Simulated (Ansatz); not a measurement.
Consider a comparison of norm-conserving and PAW potentials of MnBe₃, space group Pm-3m (Ansatz's Python interface).

`mnbe3.py`
```python
"""Two kinds of potentials on MnBe3."""

import ansatz as az
import numpy as np


def count_gap(report):
    # lowest empty less highest filled band, counting bands; zero where they overlap
    return max(report.get("gap_by_band_count_ev") or 0.0, 0.0)

structure = (
    az.Lattice.from_parameters(3.251745, 3.251745, 3.251745, alpha=90.0, beta=90.0, gamma=90.0)
    .atom("Be", (0.0, 0.5, 0.5))
    .atom("Be", (0.5, 0.0, 0.5))
    .atom("Be", (0.5, 0.5, 0.0))
    .atom("Mn", (0.0, 0.0, 0.0))
    .moments(Mn=4)
)

calculation = (
    structure.calculation()
    .functional(az.Functional.LDA)
    .kpoints(length=24)
    .occupations("fermi_dirac")
    .spin(az.SpinTreatment.COLLINEAR)
    .stress()
    .forces()
    .band_table()
)
variants = {
    "PAW": calculation.pseudopotentials("paw"),
    "norm-conserving": calculation.pseudopotentials("nc"),
}
# totals differ by the cores that each treatment holds, so compare what does not depend on them
rows = []
for label, variant in variants.items():
    summary = variant.run().report
    levels = np.array(summary["eigenvalues_ev"][0]) - summary["fermi_energy_ev"]
    print(label, "levels at the first k-point near E_F:", np.round(levels[np.abs(levels) < 5], 3))
    rows.append((label, summary["n_electrons"], np.trace(summary["stress_gpa"]) / 3, count_gap(summary), summary["magnetization_mub"]))
lines = [",".join(["treatment", "electrons in bands", "P GPa", "gap by band count eV", "moment muB"])] + [",".join(f"{v:.4f}" if isinstance(v, float) else str(v) for v in row) for row in rows]
print("\n".join(lines))
with open("nc_paw.csv", "w") as handle:
    handle.write("\n".join(lines) + "\n")
```

How well do the two treatments of the cores agree on the pressure?

PAW gives -9.896 GPa and norm-conserving -9.638 GPa, 0.26 GPa apart. They took 2.0 and 7.2 s of processor time.

The run itself:

```console
$ python mnbe3.py
DeckWarning: basis.ecutwfc = 420 eV, auto-derived from the records' recommended cutoffs: set by Be (normal level)
PAW levels at the first k-point near E_F: [-2.681 -2.681 -0.618 -0.618 -0.618 -0.48  -0.48  -0.48 ]
DeckWarning: basis.ecutwfc = 1306.14654 eV, auto-derived from the records' recommended cutoffs: set by Mn (normal level)
norm-conserving levels at the first k-point near E_F: [-2.694 -2.694 -0.613 -0.613 -0.613 -0.464 -0.464 -0.464]
treatment,electrons in bands,P GPa,gap by band count eV,moment muB
PAW,21.0000,-9.8962,0.0000,0.8274
norm-conserving,27.0000,-9.6383,0.0000,0.8573
```
(Warnings from the package without file and line.)

What to keep in mind:
- The magnetic order follows from the starting moments and needn't be the lowest.
- The computed bands are complete only to about 5.7 eV above the Fermi level.
- For a metal this k-point mesh is coarse: on a finer one energies can move by several to tens of meV an atom and pressures by half a GPa or more, differences at one mesh by less.
- A gap by band count of zero or less means overlapping bands, a metal.
- At these settings the cell as given stands under about -10 GPa, so it isn't at this functional's equilibrium volume.
- This cell is a computed structure, which may not be the phase found in nature.
- Levels are Kohn-Sham eigenvalues on this mesh.
- Stress is positive in compression.
- It ran for 9.7 s on 1 thread of Arm Neoverse V2, with other jobs on the host, peak memory 0.5 GiB.

(A comment or docstring line of the script was reworded after the run, the code is as it ran; lines on the test bed's own set-up are left out of the output.)
